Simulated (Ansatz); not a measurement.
# ClGaH4SeSi: a ladder of functionals and wavefunction methods

One table from this session's results is given with a row withheld; the runs are named, their logs left out.

The runs use Ansatz 0.2.0, Gaussian basis; functionals in def2-TZVPP, the program's frozen cores in correlated methods.

Plan: LDA (SPW92), PBE-D4, revPBE-D4, BLYP-D4, r2SCAN-D4, B97M-V, PBE0-D4, B3LYP-D4, r2SCANh-D4, r2SCAN0-D4, HSE06-D4, BHLYP-D4, CAM-B3LYP-D4, LC-ωPBE, ωB97X-V, ωB97M-V, B2PLYP, PBE-QIDH; CCSD(T)/def2-SVP; CCSD(T)/def2-TZVPP; MP2/def2-QZVPP; extrapolation to the limit; RPA on PBE.

## The relaxed structure

All runs share one geometry, relaxed beforehand with PBE0-D4 in a triple-zeta def2 set.

SMILES `[SiH3][Se][GaH][Cl]`, 8 atoms, charge 0, spin multiplicity 1.

Atoms are counted from 1 here; the program's logs count them from 0.

Bond lengths: Si1–Se2 2.287 Å, Si1–H5 1.485 Å, Si1–H6 1.483 Å, Si1–H7 1.483 Å, Se2–Ga3 2.309 Å, Ga3–Cl4 2.142 Å, Ga3–H8 1.552 Å. Angles: Se2–Si1–H5 109.8°, Se2–Si1–H6 109.0°, Se2–Si1–H7 109.1°, H5–Si1–H6 109.8°, H5–Si1–H7 109.8°, H6–Si1–H7 109.4°, Si1–Se2–Ga3 96.4°, Se2–Ga3–Cl4 113.8°, Se2–Ga3–H8 126.5°, Cl4–Ga3–H8 119.7°.

The first run:

in.yaml

```yaml
crystal:
  periodic: [false, false, false]
  atoms:
    - {symbol: Si, position_ang: [-1.466765, -0.293369, -0.524148]}
    - {symbol: Se, position_ang: [0.509958, 0.470236, -1.383635]}
    - {symbol: Ga, position_ang: [1.710236, 0.348391, 0.585455]}
    - {symbol: Cl, position_ang: [3.750556, 0.971309, 0.393901]}
    - {symbol: H, position_ang: [-1.305642, -0.591407, 0.921721]}
    - {symbol: H, position_ang: [-1.865561, -1.524585, -1.248323]}
    - {symbol: H, position_ang: [-2.508869, 0.745687, -0.708685]}
    - {symbol: H, position_ang: [1.176088, -0.126251, 1.963713]}
basis:
  gaussian: {orbitals: def2-TZVPP}
hamiltonian: {xc: lda}
output: {orbitals: {seedname: orbitals}}
```

On the command line:

```
ansatz run in.yaml --threads 2 --pin off --events-out ev --progress --plain --max-ram 32768MiB --backend cpu
```

Among the steps run: LDA; PBE-D4 (GGA); revPBE-D4 (GGA); BLYP-D4 (GGA); r2SCAN-D4 (meta-GGA); B97M-V (meta-GGA); B3LYP-D4 (hybrid); r2SCANh-D4 (hybrid); r2SCAN0-D4 (hybrid); HSE06-D4 (hybrid); BHLYP-D4 (hybrid); CAM-B3LYP-D4 (range-separated); LC-ωPBE (range-separated); ωB97X-V (range-separated); ωB97M-V (range-separated); B2PLYP (double hybrid); PBE-QIDH (double hybrid).

One table of the session follows, with a row left open; its other results are not shown here.

| functional | HOMO (eV) | LUMO (eV) | gap (eV) |
| --- | --- | --- | --- |
| LDA (SPW92) | -6.61 | -2.58 | 4.03 |
| PBE-D4 | -6.48 | -2.31 | 4.17 |
| revPBE-D4 | -6.43 | -2.19 | 4.24 |
| BLYP-D4 | -6.30 | -2.21 | 4.08 |
| r2SCAN-D4 | -6.77 | -2.11 | 4.65 |
| B97M-V | -6.84 | -2.27 | 4.57 |
| PBE0-D4 | -7.57 | -1.57 | 6.00 |
| B3LYP-D4 | ? | ? | ? |
| r2SCANh-D4 | -7.16 | -1.85 | 5.31 |
| r2SCAN0-D4 | -7.76 | -1.46 | 6.30 |
| HSE06-D4 | -7.18 | -1.93 | 5.24 |
| BHLYP-D4 | -8.49 | -0.81 | 7.68 |
| CAM-B3LYP-D4 | -8.78 | -0.67 | 8.11 |
| LC-ωPBE | -10.12 | 0.44 | 10.55 |
| ωB97X-V | -9.79 | 0.31 | 10.10 |
| ωB97M-V | -9.65 | 0.13 | 9.78 |

Q: Estimate the row for B3LYP-D4 from the others.

Worked estimate for «HOMO (eV)». Against the share of exact exchange, BLYP-D4 (0, -6.30), BHLYP-D4 (0.5, -8.49) give a slope of -4.38 per unit share; at 0.2 the line stands at -7.18.

As computed: HOMO (eV): -7.33; LUMO (eV): -1.80; gap (eV): 5.53. In «HOMO (eV)» the line misses by +0.15.

Caveats from the session: All levels share the lack of spin-orbit coupling, which lowers the free heavy atoms and so the true binding.
